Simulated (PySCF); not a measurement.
# C₂₈H₁₄: electronic excitations

What do calculations give for the electronic excitations of C₂₈H₁₄?

Computed with PySCF 2.14.0 and routines of our own; the level stands in each step. Atoms count from 0.

### Step 1. The system as given

42 atoms, charge 0, multiplicity 1; geometry from: GFN2-xTB.

### Step 2. Electronic excitations: TDA CAM-B3LYP/6-31G*

The job: settings as JSON, then the geometry in Å.

```
{"job": {"kind": "uv", "basis": "6-31G*", "grid": 1, "kgrid": 0, "vcut": 1.5, "nstates": 5, "ntriplets": 2, "tda": true, "delta": ["ip_vertical"], "pop": false, "xc": "CAM-B3LYP"}, "charge": 0, "multiplicity": 1}
C      2.422282     0.210215    -0.145096
C      1.925387     1.538822    -0.239657
C      2.475136     0.451747     2.290859
C      1.900751     1.664365     2.192017
C      1.478276     2.106919    -1.478940
C      0.191333     2.509257    -1.581952
C      1.303050     2.042490     0.931157
C     -0.059151     2.386051     0.824296
C     -0.671034     2.294512    -0.454328
C     -1.825269     1.491757    -0.578071
C     -0.932030     2.248635     1.959225
C     -1.992268     1.420701     1.839799
C     -2.254469     0.952732    -1.838768
C     -2.403549    -0.384330    -1.958388
C     -2.226842     0.772886     0.579271
C     -2.305138    -0.630910     0.455126
C     -2.062640    -1.200099    -0.823606
C     -1.055847    -2.179983    -0.930933
C     -2.035828    -1.478147     1.582473
C     -1.018554    -2.363167     1.479287
C     -0.420952    -2.490413    -2.192070
C      0.912675    -2.343716    -2.291009
C     -0.300632    -2.445862     0.239830
C      1.091208    -2.172685     0.144757
C      1.596153    -1.795531    -1.141439
C      2.351574    -0.648084    -1.265386
C      1.785319    -1.662653     1.264938
C      2.366333    -0.417704     1.141084
H      2.846887     0.064684     3.227370
H      1.799081     2.314785     3.047661
H      2.124662     2.093282    -2.342947
H     -0.219352     2.823642    -2.528611
H     -0.652802     2.666687     2.914021
H     -2.590477     1.156996     2.698065
H     -2.344173     1.600508    -2.697241
H     -2.613293    -0.841288    -2.913399
H     -2.518610    -1.293519     2.529222
H     -0.667857    -2.906649     2.343152
H     -1.028685    -2.744562    -3.047340
H      1.436651    -2.457360    -3.227504
H      2.589756    -0.281757    -2.252812
H      1.598666    -2.057536     2.252508
```

Level: TDA CAM-B3LYP/6-31G*, vertical, gas phase, core orbitals frozen in the response, virtual orbitals cut by energy.

Run with:

```bash
> OMP_NUM_THREADS=2 python large_run.py task.json out
```

One launch serves the whole session: the jobs run in the order shown.

The log of the run:

```text
start: PBE on a coarse grid of 36027 points
cycle   1  E = -1073.9540924619  dE =  5.468e+00  |g| = 8.653e-01  |ddm| = 7.649e+00
cycle   2  E = -1073.8319704442  dE =  1.221e-01  |g| = 1.124e+00  |ddm| = 2.601e+00
cycle   3  E = -1074.1677402094  dE = -3.358e-01  |g| = 1.433e-01  |ddm| = 1.769e+00
cycle   4  E = -1074.1706399864  dE = -2.900e-03  |g| = 8.421e-02  |ddm| = 3.075e-01
cycle   5  E = -1074.1720708512  dE = -1.431e-03  |g| = 4.246e-02  |ddm| = 1.383e-01
cycle   6  E = -1074.1725567819  dE = -4.859e-04  |g| = 1.801e-02  |ddm| = 7.223e-02
cycle   7  E = -1074.1726481624  dE = -9.138e-05  |g| = 5.116e-03  |ddm| = 2.787e-02
final grid: 158227 points
cycle   8  E = -1074.5523119531  dE = -1.796e-02  |g| = 3.569e-02  |ddm| = 5.978e-01
cycle   9  E = -1074.5530579814  dE = -7.460e-04  |g| = 1.675e-02  |ddm| = 1.178e-01
cycle  10  E = -1074.5531181974  dE = -6.022e-05  |g| = 1.409e-02  |ddm| = 3.956e-02
cycle  11  E = -1074.5531824470  dE = -6.425e-05  |g| = 4.234e-03  |ddm| = 2.282e-02
cycle  12  E = -1074.5531867521  dE = -4.305e-06  |g| = 1.188e-03  |ddm| = 7.355e-03
cycle  13  E = -1074.5531923000  dE = -5.548e-06  |g| = 6.715e-04  |ddm| = 3.660e-03
cycle  14  E = -1074.5531927632  dE = -4.632e-07  |g| = 4.009e-04  |ddm| = 2.742e-03
cycle  15  E = -1074.5531920859  dE =  6.772e-07  |g| = 1.279e-04  |ddm| = 1.175e-03
cycle  16  E = -1074.5531914595  dE =  6.264e-07  |g| = 8.546e-05  |ddm| = 5.768e-04
converged SCF energy = -1074.5531914595
Vertical ionisation energy (delta-SCF) = 6.5366 eV   <S^2> = 0.803

Static polarisability (au): isotropic 256.879, principal 242.509 249.511 278.617

Singlet excitations
state   eV       nm        f      main configurations
  1   3.2195    385.1   0.00003   H->L+1 0.49, H-1->L 0.48
  2   3.3850    366.3   0.00799   H->L 0.48, H-1->L+1 0.47
  3   3.8532    321.8   0.00120   H-2->L 0.43, H->L+2 0.28, H-3->L+1 0.12
  4   4.0543    305.8   0.12799   H->L 0.24, H-1->L+1 0.22, H->L+4 0.21
  5   4.0701    304.6   0.07076   H-3->L+1 0.24, H-1->L+3 0.23, H->L 0.15

Triplet excitations (Tamm-Dancoff, eV): 2.2807 2.7893
```

It took 3.2 min on 2 threads of Arm Neoverse V2, shared host; peak memory 1.5 GiB.

The orbitals next to the gap, with their largest atomic shares:

| orbital | eV | atoms |
| --- | --- | --- |
| HOMO−4 | -7.87 | C4 9 %, C19 9 %, C18 7 % |
| HOMO−3 | -7.15 | C13 11 %, C10 11 %, C12 11 % |
| HOMO−2 | -6.95 | C20 12 %, C3 12 %, C24 9 % |
| HOMO−1 | -6.20 | C1 11 %, C22 11 %, C16 10 % |
| HOMO | -6.14 | C17 10 %, C6 10 %, C26 8 % |
| LUMO | -0.19 | C25 10 %, C26 10 %, C6 9 % |
| LUMO+1 | -0.15 | C22 11 %, C1 11 %, C7 9 % |
| LUMO+2 | 0.63 | C3 9 %, C20 9 %, C2 8 % |
| LUMO+3 | 0.78 | C10 17 %, C13 17 %, C11 12 % |

With each of the 5 states as a Gaussian band of 0.4 eV half-width at 1/e, the curve within the window shown has maxima at 306 nm (ε 8,100) L/(mol cm). Beyond the last state computed it falls off for lack of states. The curve at chosen wavelengths:

nm, ε (L/mol/cm) and a bar:
```
      284       4421 ################
      292       6437 ########################
      299       7678 ############################
      307       8090 ##############################
      314       7571 ############################
      322       6302 #######################
      329       4964 ##################
      337       3527 #############
      344       2508 #########
      352       1660 ######
      360       1103 ####
      367        789 ###
      375        558 ##
      382        425 ##
      390        319 #
      397        250 #
      405        188 #
      413        140 
      420        106 
      428         76 
      435         56 
      443         39 
      450         28 
      458         19 
      465         13 
      473          9
```

Further results of this job:

| property | computed |
| --- | --- |
| dipole moment (D) | 0.08 |
| polarisability (Å³) | 38.07 |
| HOMO–LUMO gap (eV) | 5.95 |
| −ε(HOMO) (eV) | 6.14 |

### Step 3. Electronic excitations: TDDFT PBE/6-31G*

Settings changed since step 2:

```diff
@@ -1,2 +1,2 @@
-{"job": {"kind": "uv", "basis": "6-31G*", "grid": 1, "kgrid": 0, "vcut": 1.5, "nstates": 5, "ntriplets": 2, "tda": true, "delta": ["ip_vertical"], "pop": false, "xc": "CAM-B3LYP"}, "charge": 0, "multiplicity": 1}
+{"job": {"kind": "uv", "basis": "6-31G*", "grid": 1, "kgrid": 0, "vcut": null, "nstates": 5, "ntriplets": 2, "tda": false, "delta": ["ip_vertical"], "pop": false, "xc": "PBE"}, "charge": 0, "multiplicity": 1}
 C      2.422282     0.210215    -0.145096
```

With the program's defaults for keys left out, this is: TDDFT PBE/6-31G*, vertical, gas phase, core orbitals frozen in the response.

The log of the run:

```text
start: PBE on a coarse grid of 36027 points
cycle   1  E = -1073.9540924619  dE =  5.468e+00  |g| = 8.653e-01  |ddm| = 7.649e+00
cycle   2  E = -1073.8319704442  dE =  1.221e-01  |g| = 1.124e+00  |ddm| = 2.601e+00
cycle   3  E = -1074.1677402094  dE = -3.358e-01  |g| = 1.433e-01  |ddm| = 1.769e+00
cycle   4  E = -1074.1706399864  dE = -2.900e-03  |g| = 8.421e-02  |ddm| = 3.075e-01
cycle   5  E = -1074.1720708511  dE = -1.431e-03  |g| = 4.246e-02  |ddm| = 1.383e-01
cycle   6  E = -1074.1725567811  dE = -4.859e-04  |g| = 1.801e-02  |ddm| = 7.223e-02
cycle   7  E = -1074.1726481602  dE = -9.138e-05  |g| = 5.116e-03  |ddm| = 2.787e-02
final grid: 158227 points
cycle   8  E = -1073.8508573950  dE = -1.169e-04  |g| = 2.394e-02  |ddm| = 1.076e-01
cycle   9  E = -1073.8500076870  dE =  8.497e-04  |g| = 5.643e-02  |ddm| = 1.006e-01
cycle  10  E = -1073.8509195814  dE = -9.119e-04  |g| = 1.836e-02  |ddm| = 8.910e-02
cycle  11  E = -1073.8510260368  dE = -1.065e-04  |g| = 3.857e-03  |ddm| = 2.689e-02
cycle  12  E = -1073.8510290357  dE = -2.999e-06  |g| = 1.865e-03  |ddm| = 6.367e-03
cycle  13  E = -1073.8510302294  dE = -1.194e-06  |g| = 3.548e-04  |ddm| = 2.437e-03
cycle  14  E = -1073.8510305211  dE = -2.918e-07  |g| = 1.633e-04  |ddm| = 5.600e-04
cycle  15  E = -1073.8510291961  dE =  1.325e-06  |g| = 6.494e-05  |ddm| = 2.622e-04
converged SCF energy = -1073.8510291961
Vertical ionisation energy (delta-SCF) = 6.4340 eV   <S^2> = 0.756

Static polarisability (au): isotropic 268.600, principal 252.162 260.168 293.471

Singlet excitations
state   eV       nm        f      main configurations
  1   2.7570    449.7   0.00000   H-1->L 0.51, H->L+1 0.49
  2   2.9893    414.8   0.01112   H->L 0.67, H-1->L+1 0.27
  3   3.1463    394.1   0.00279   H-2->L 0.56, H->L+2 0.32
  4   3.1793    390.0   0.03476   H->L+2 0.39, H-1->L+1 0.28, H->L 0.19
  5   3.1965    387.9   0.00829   H-2->L+1 0.52, H-1->L+2 0.28, H-1->L 0.09

Triplet excitations (Tamm-Dancoff, eV): 2.3412 2.5467
```

Wall time 62 s (2 threads of Arm Neoverse V2, shared host); peak memory 1.5 GiB.

### Step 4. Results

| quantity | value |
| --- | --- |
| lowest singlet (CAM-B3LYP/6-31G*) | 3.22 eV (385 nm), f = 0.000 |
| brightest single state of those computed | state 4, 4.05 eV, f = 0.128 |
| lowest triplet | 2.28 eV |

In words: The lowest singlet, at 3.22 eV, is HOMO→LUMO+1 0.49, HOMO−1→LUMO 0.48 and is dark; of the 5 states computed, the strongest absorption comes from states 4 to 5 together at 4.05 eV (the last computed, so partners may be missing). The lowest triplet lies 0.94 eV below the lowest singlet.
